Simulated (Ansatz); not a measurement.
# GaH₅O (SMILES [OH2+][GaH3-]): single points off equilibrium

Aim: energy, forces and dipole at a structure displaced at random from a GFN2-xTB minimum, from CCSD(T) and from density functionals.

The runs use Ansatz 0.2.0, Gaussian basis; single points in def2-TZVPP.

Cores are frozen in the correlated methods. Filled d shells of the heavier atoms are correlated.

## 1. Where the work starts

SMILES `[OH2+][GaH3-]`, 7 atoms, charge 0, spin multiplicity 1.

Atoms are counted from 1 here; the program's logs count them from 0.

Bond lengths: O1–Ga2 2.119 Å, O1–H3 1.006 Å, O1–H4 0.892 Å, Ga2–H5 1.538 Å, Ga2–H6 1.541 Å, Ga2–H7 1.581 Å. Angles: Ga2–O1–H3 114.1°, Ga2–O1–H4 118.7°, H3–O1–H4 113.2°, O1–Ga2–H5 97.8°, O1–Ga2–H6 100.5°, O1–Ga2–H7 98.3°, H5–Ga2–H6 121.4°, H5–Ga2–H7 116.1°, H6–Ga2–H7 115.5°.

Geometry (Å):

```xyz
7
charge 0, multiplicity 1
O    -0.34160   -1.18600   -0.04020
Ga    0.08370    0.88960   -0.07750
H    -0.58570   -1.53940    0.86970
H     0.18430   -1.73930   -0.50220
H     0.30360    1.03080   -1.59340
H    -1.18020    1.44740    0.60480
H     1.38840    0.87200    0.81550
```

## 2. CCSD(T)/def2-TZVPP

run/in.yaml

```yaml
crystal:
  periodic: [false, false, false]
  atoms:
    - {symbol: O, position_ang: [-0.341600, -1.186000, -0.040200]}
    - {symbol: Ga, position_ang: [0.083700, 0.889600, -0.077500]}
    - {symbol: H, position_ang: [-0.585700, -1.539400, 0.869700]}
    - {symbol: H, position_ang: [0.184300, -1.739300, -0.502200]}
    - {symbol: H, position_ang: [0.303600, 1.030800, -1.593400]}
    - {symbol: H, position_ang: [-1.180200, 1.447400, 0.604800]}
    - {symbol: H, position_ang: [1.388400, 0.872000, 0.815500]}
basis:
  gaussian: {orbitals: def2-TZVPP}
correlation: {method: ccsd_t}
output: {forces: true}
```

The command line of these runs was not kept.

## 3. PBE0-D4/def2-TZVPP

Changes to run/in.yaml since step 2:

```diff
@@ -12,3 +12,3 @@
   gaussian: {orbitals: def2-TZVPP}
-correlation: {method: ccsd_t}
-output: {forces: true}
+hamiltonian: {xc: pbe0, dispersion: d4}
+output: {forces: true, orbitals: {seedname: orbitals}}
```

## 4. wB97M-V/def2-TZVPP

Changes to run/in.yaml since step 3:

```diff
@@ -12,3 +12,3 @@
   gaussian: {orbitals: def2-TZVPP}
-hamiltonian: {xc: pbe0, dispersion: d4}
-output: {forces: true, orbitals: {seedname: orbitals}}
+hamiltonian: {xc: {name: wB97M-V}}
+output: {forces: true}
```

## 5. r2SCAN-D4/def2-TZVPP

Changes to run/in.yaml since step 4:

```diff
@@ -12,3 +12,3 @@
   gaussian: {orbitals: def2-TZVPP}
-hamiltonian: {xc: {name: wB97M-V}}
+hamiltonian: {xc: r2scan, dispersion: d4}
 output: {forces: true}
```

## 6. PBE-D4/def2-TZVPP

Changes to run/in.yaml since step 5:

```diff
@@ -12,3 +12,3 @@
   gaussian: {orbitals: def2-TZVPP}
-hamiltonian: {xc: r2scan, dispersion: d4}
+hamiltonian: {xc: pbe, dispersion: d4}
 output: {forces: true}
```

## 7. SPW92/def2-TZVPP

Changes to run/in.yaml since step 6:

```diff
@@ -12,3 +12,3 @@
   gaussian: {orbitals: def2-TZVPP}
-hamiltonian: {xc: pbe, dispersion: d4}
+hamiltonian: {xc: lda}
 output: {forces: true}
```

## 8. revPBE-D4/def2-TZVPP

Changes to run/in.yaml since step 7:

```diff
@@ -12,3 +12,3 @@
   gaussian: {orbitals: def2-TZVPP}
-hamiltonian: {xc: lda}
+hamiltonian: {xc: {name: revPBE}, dispersion: d4}
 output: {forces: true}
```

(Steps that only read results are left out.)

**Question.** What will these runs give? Wanted: energy less free atoms, CCSD(T)/def2-TZVPP; RMS force component; RMS force error; HOMO and LUMO, PBE0-D4; T1 diagnostic.

**Answer**, as computed:

```
                                  quantity                                                                                           value
energy less free atoms, CCSD(T)/def2-TZVPP                                                                                  -1816.3 kJ/mol
                       RMS force component                                                            1.704 to 1.813 eV/Å over the methods
                           RMS force error  PBE0-D4 0.058, wB97M-V 0.048, r2SCAN-D4 0.032, PBE-D4 0.174, SPW92 0.253, revPBE-D4 0.184 eV/Å
                    HOMO and LUMO, PBE0-D4                                                                              -7.48 and -0.67 eV
                             T1 diagnostic                                                                                           0.012
```

What this shows: Against CCSD(T) the functionals' energies less atoms differ by -259.0 to +50.0 kJ/mol, PBE-D4 by +10.1 kJ/mol. The reference is not at the basis limit: in triple zeta CCSD(T) underbinds, which counts against methods that bind more; the gaps are no ranking. On forces the order runs from r2SCAN-D4 to SPW92. Frozen-core CCSD(T) forces in triple zeta carry basis errors of their own, and this is one geometry, so small gaps rank nothing.
